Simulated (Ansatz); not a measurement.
Geometry optimisation, DFT r2SCAN, scalar-relativistic, plane waves, PAW in Ansatz 0.2.0.

input.yaml

```yaml
crystal:
  lattice:
    - [-3.237351, -5.607256, 0.0]
    - [4.856027, -2.803628, 0.0]
    - [0.0, 0.0, 5.222061]
  atoms:
    - { symbol: Zn, position: [0.49995, 0.6691471, 0.4931162] }
    - { symbol: Zn, position: [0.5015749, 0.3305363, -0.00143] }
    - { symbol: O, position: [0.5014524, 0.6686109, 0.8847187] }
    - { symbol: O, position: [0.5017506, 0.3374849, 0.3893625] }
    - { symbol: Zn, position: [0.2515046, 0.1634013, 0.4991896] }
    - { symbol: Zn, position: [0.2521516, 0.8343307, 0.0003711] }
    - { symbol: O, position: [0.2501963, 0.1654214, 0.8763554] }
    - { symbol: O, position: [0.2548946, 0.8326893, 0.3755503] }
    - { symbol: Zn, position: [0.0068843, 0.6692794, 0.4972228] }
    - { symbol: Zn, position: [0.0064161, 0.3321322, -0.0014511] }
    - { symbol: O, position: [0.0112586, 0.6619617, 0.8970542] }
    - { symbol: Zn, position: [0.7486153, 0.1705502, 0.5070126] }
    - { symbol: Zn, position: [0.7437783, 0.8326976, 0.0005093] }
    - { symbol: "N", position: [0.7487908, 0.1584807, 0.8708467] }
    - { symbol: O, position: [0.7528686, 0.8417256, 0.3918615] }
total_charge: 1
basis:
  ecutwfc: 500.0
kpoints:
  mp_grid: { grid: [2, 2, 2] }
hamiltonian:
  xc: r2scan
  pseudopotentials: { kind: paw, azcp: { folder: soft_1 } }
scf:
  occupations: { method: fermi_dirac, width: 0.05 }
  lower_state_search: "off"
relax:
  f_tol: 0.03
  max_steps: 60
  adjacent_minimum: "off"
output:
  write_density: true
  write_potential: true
  elf: true
  volumetric_format: npy
```

Launched with:

```bash
$ ansatz run input.yaml --threads 2 --pin off --max-ram 5120MiB --backend cpu --events-out ev --progress --plain --runs-dir out
```

Task: Where does it end, and by what steps?

Result: It converged. Limits of this set-up: coarse k mesh, no spin, though dangling bonds at a vacancy may carry it, a small cell, in which the defect meets its images, charged cell in a uniform background, uncorrected. After 5 steps the energy has fallen by 1.136 eV; Zn9 moved furthest, 0.44 Å. Joined: Zn5–Zn12 (3.22 → 2.73 Å), Zn9–Zn12 (3.26 → 2.89 Å).

```csv
step,energy less start (eV),largest force component (eV/Å),accepted
0,0.0000,1.582,yes
1,-0.5971,1.018,yes
2,-1.0403,0.846,yes
3,-1.1258,0.243,yes
4,-1.1333,0.066,yes
5,-1.1356,0.013,yes
```

```xyz
15
Lattice="-3.2374 -5.6073 0.0000 4.8560 -2.8036 0.0000 0.0000 0.0000 5.2221" Properties=species:S:1:pos:R:3
Zn 1.559 -4.620 2.672
Zn -0.040 -3.854 -0.020
O 1.626 -4.681 4.607
O 0.019 -3.695 1.942
Zn -0.277 -2.023 2.763
Zn 3.213 -3.796 0.052
O -0.010 -1.926 4.641
O 3.229 -3.719 2.013
Zn 3.609 -2.024 2.781
Zn 1.616 -0.927 -0.422
O 3.221 -1.941 4.642
Zn -1.625 -4.399 2.705
Zn 1.641 -6.556 -0.013
N -1.659 -4.700 4.567
O 1.587 -6.463 1.953
```

Run time: 99 s on 2 threads of Arm Neoverse V2 (shared host), peak memory 0.97 GiB.
